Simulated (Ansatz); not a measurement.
# GaPH4: a ladder of functionals and wavefunction methods

Aim: compute GaPH4 with functionals from several rungs and with coupled cluster. The yardstick is the atomisation energy at the CCSD(T) limit.

The runs use Ansatz 0.2.0, Gaussian basis; functionals in def2-TZVPP, the program's frozen cores in correlated methods.

Plan: LDA (SPW92), PBE-D4, revPBE-D4, BLYP-D4, r2SCAN-D4, B97M-V, PBE0-D4, B3LYP-D4, r2SCANh-D4, r2SCAN0-D4, HSE06-D4, BHLYP-D4, CAM-B3LYP-D4, LC-ωPBE, ωB97X-V, ωB97M-V, B2PLYP, PBE-QIDH; CCSD(T)/def2-SVP; CCSD(T)/def2-TZVPP; MP2/def2-QZVPP; extrapolation to the limit; RPA on PBE.

### Step 1. The relaxed structure

All runs share one geometry, relaxed beforehand with PBE0-D4 in a triple-zeta def2 set.

SMILES `[PH2][GaH2]`, 6 atoms, charge 0, spin multiplicity 1.

Atoms are counted from 1 here; the program's logs count them from 0.

Bond lengths: P1–Ga2 2.309 Å, P1–H3 1.419 Å, P1–H4 1.419 Å, Ga2–H5 1.569 Å, Ga2–H6 1.569 Å. Angles: Ga2–P1–H3 95.4°, Ga2–P1–H4 95.4°, H3–P1–H4 95.4°, P1–Ga2–H5 119.2°, P1–Ga2–H6 119.1°, H5–Ga2–H6 121.5°.

### Step 2. LDA

This LDA is Slater exchange with PW92 correlation.

Input file in.yaml:

```yaml
crystal:
  periodic: [false, false, false]
  atoms:
    - {symbol: P, position_ang: [-0.676671, -1.221053, -0.010807]}
    - {symbol: Ga, position_ang: [-0.006759, 0.988110, -0.033346]}
    - {symbol: H, position_ang: [0.107576, -1.586095, 1.113617]}
    - {symbol: H, position_ang: [0.266274, -1.655768, -0.977506]}
    - {symbol: H, position_ang: [0.258557, 1.692057, -1.409690]}
    - {symbol: H, position_ang: [0.051023, 1.782759, 1.317731]}
basis:
  gaussian: {orbitals: def2-TZVPP}
hamiltonian: {xc: lda}
output: {orbitals: {seedname: orbitals}}
```

Started as:

```sh
ansatz run in.yaml --threads 2 --pin off --events-out ev --progress --plain --max-ram 4352MiB
```

Further steps of the session: PBE-D4 (GGA); revPBE-D4 (GGA); BLYP-D4 (GGA); r2SCAN-D4 (meta-GGA); B97M-V (meta-GGA); B3LYP-D4 (hybrid); r2SCANh-D4 (hybrid); r2SCAN0-D4 (hybrid); HSE06-D4 (hybrid); BHLYP-D4 (hybrid); CAM-B3LYP-D4 (range-separated); LC-ωPBE (range-separated); ωB97X-V (range-separated); ωB97M-V (range-separated); B2PLYP (double hybrid); PBE-QIDH (double hybrid); CCSD(T) in def2-SVP; CCSD(T) in def2-TZVPP; MP2 in def2-QZVPP; RPA on PBE orbitals.

**Question.** What will the summary of the whole plan be? Wanted: atomisation energy, CCSD(T)/CBS; farthest beyond LDA; mean size of error, GGA; mean size of error, meta-GGA; mean size of error, hybrid; mean size of error, range-separated; mean size of error, double hybrid; gap, smallest and largest; T1 diagnostic.

As calculated:

```
                               quantity                                                               value
        atomisation energy, CCSD(T)/CBS                                                       1424.3 kJ/mol
 functionals within 14.2 kJ/mol (1.0 %)  r2SCAN-D4, B3LYP-D4, r2SCANh-D4, r2SCAN0-D4, CAM-B3LYP-D4, ωB97M-V
                    farthest beyond LDA                                            revPBE-D4 (-39.1 kJ/mol)
                mean size of error, GGA                                                         25.6 kJ/mol
           mean size of error, meta-GGA                                                         16.9 kJ/mol
             mean size of error, hybrid                                                         14.2 kJ/mol
    mean size of error, range-separated                                                         13.9 kJ/mol
      mean size of error, double hybrid                                                         25.8 kJ/mol
              gap, smallest and largest                           3.60 eV (LDA (SPW92)), 10.12 eV (LC-ωPBE)
                          T1 diagnostic                                                              0.0141
triples share of the correlation energy                                                               3.9 %
```

In words: The LDA atomisation energy is off by 176.4 kJ/mol (12 %): it overbinds. PBE-D4 misses by -17.6 kJ/mol. Double hybrids carry the basis error of their MP2 part in triple zeta, and no dispersion term here, so their miss is partly the set-up's. The rungs range-separated, hybrid miss on average by less than the doubt on the reference (14.2 kJ/mol), so they tie. Misses under about 14.2 kJ/mol are within the doubt on the reference itself, which lacks core-valence correlation, relativity and higher excitations, and its outer-core shells are covered unevenly. Hartree-Fock recovers 71 % of the binding; the rest is correlation. CCSD(T) in def2-SVP is off by -115.5 kJ/mol, worse than the median functional, from the basis alone. Orbital gaps span 3.6 to 10.1 eV; exact exchange widens them. Correlated methods include outer-core shells of Ga, which these sets cover unevenly.
